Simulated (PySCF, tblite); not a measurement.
# C8H12F2: geometry, infrared bands and NMR shifts

Aim: predict the infrared bands and NMR shifts of C8H12F2 (`CC[C@@H]1C[C@]12[C@H](F)[C@]2(C)F`).

Computed with tblite 0.8.0 and PySCF 2.14.0, with density-fitted response routines of our own, on a single molecule in the gas phase. Atoms are numbered from 0 throughout.

**1. The molecule as given**

22 atoms, charge 0, multiplicity 1; geometry from: force field or distance geometry start.

Bonds of the start (Å): C0–C1 1.51, C1–C2 1.54, C2–C3 1.53, C3–C4 1.42, C4–C5 1.40, C5–F6 1.39, C5–C7 1.54, C7–C8 1.53, C7–F9 1.37, C4–C2 1.41, C7–C4 1.47, C0–H10 1.13, C0–H11 1.09, C0–H12 1.13, C1–H13 1.13, C1–H14 1.12, C2–H15 1.11, C3–H16 1.09, C3–H17 1.14, C5–H18 1.10, C8–H19 1.10, C8–H20 1.10, C8–H21 1.13.

**2. Geometry optimisation with GFN2-xTB**

The job: settings as JSON, then the geometry in Å.

```
{"job": {"kind": "relax", "xc": "GFN2-xTB", "basis": "xTB"}, "charge": 0, "multiplicity": 1}
C     -3.035500    -0.658100    -0.400200
C     -2.070500     0.224300     0.352400
C     -0.679400    -0.428800     0.473600
C      0.251300     0.507700     1.237000
C      0.483400     0.107800    -0.108000
C      0.965500     0.624500    -1.316300
F      0.518000     0.119700    -2.531300
C      1.765000    -0.450100    -0.548400
C      2.966000     0.087400     0.223500
F      1.857900    -1.712200    -1.083500
H     -3.458000    -0.044900    -1.254300
H     -2.563200    -1.565700    -0.767900
H     -3.892500    -0.868900     0.310300
H     -2.454300     0.344700     1.404900
H     -2.002000     1.259600    -0.061100
H     -0.673200    -1.485900     0.808000
H     -0.058000     1.520500     1.490700
H      0.877500    -0.044100     2.015700
H      1.475400     1.590900    -1.402900
H      3.919100    -0.163100    -0.273400
H      2.917100    -0.154700     1.293000
H      2.880000     1.208800     0.137400
```

Started as:

```
OMP_NUM_THREADS=1 python probes_run.py task.json out
```

This one command runs all jobs of the session in turn.

**Question.** This job is followed by: GFN2-xTB harmonic vibrations, gas phase; GIAO PBE0/pcSseg-1 NMR shielding, non-relativistic, gas phase. Predict these results of the whole session: strongest single infrared mode (GFN2-xTB); zero-point energy (GFN2-xTB); ¹³C shifts against TMS (PBE0/pcSseg-1); ¹H shifts against TMS (PBE0/pcSseg-1, means over atoms taken as alike); ¹⁹F shifts against CFCl3 (PBE0/pcSseg-1).

The runs gave:

```
                                                              quantity                                               value
                             strongest single infrared mode (GFN2-xTB)                                3035 cm⁻¹, 76 km/mol
                                          zero-point energy (GFN2-xTB)                                      113.3 kcal/mol
                                ¹³C shifts against TMS (PBE0/pcSseg-1)  82.4, 82.2, 31.2, 28.6, 27.7, 20.8, 17.3, 17.0 ppm
¹H shifts against TMS (PBE0/pcSseg-1, means over atoms taken as alike)  4.38, 2.13, 1.78, 1.46, 1.22, 1.05, 1.03, 0.56 ppm
                              ¹⁹F shifts against CFCl3 (PBE0/pcSseg-1)                                  -217.2, -252.3 ppm
```

Relaxing lowered the energy by 1.395 eV in 110 steps; the close pair that moved most is C4–C5, from 1.400 to 1.483 Å. No mode is imaginary among the 60: a minimum at this level. GFN2-xTB is a fitted tight-binding method: band positions and strengths are rough. Its intensities can rank the bands wrongly. The most deshielded hydrogen is H18 (hydrogen on a three-membered-ring carbon bearing a halogen), at 4.38 ppm: its carbon carries F, hence the downfield position.
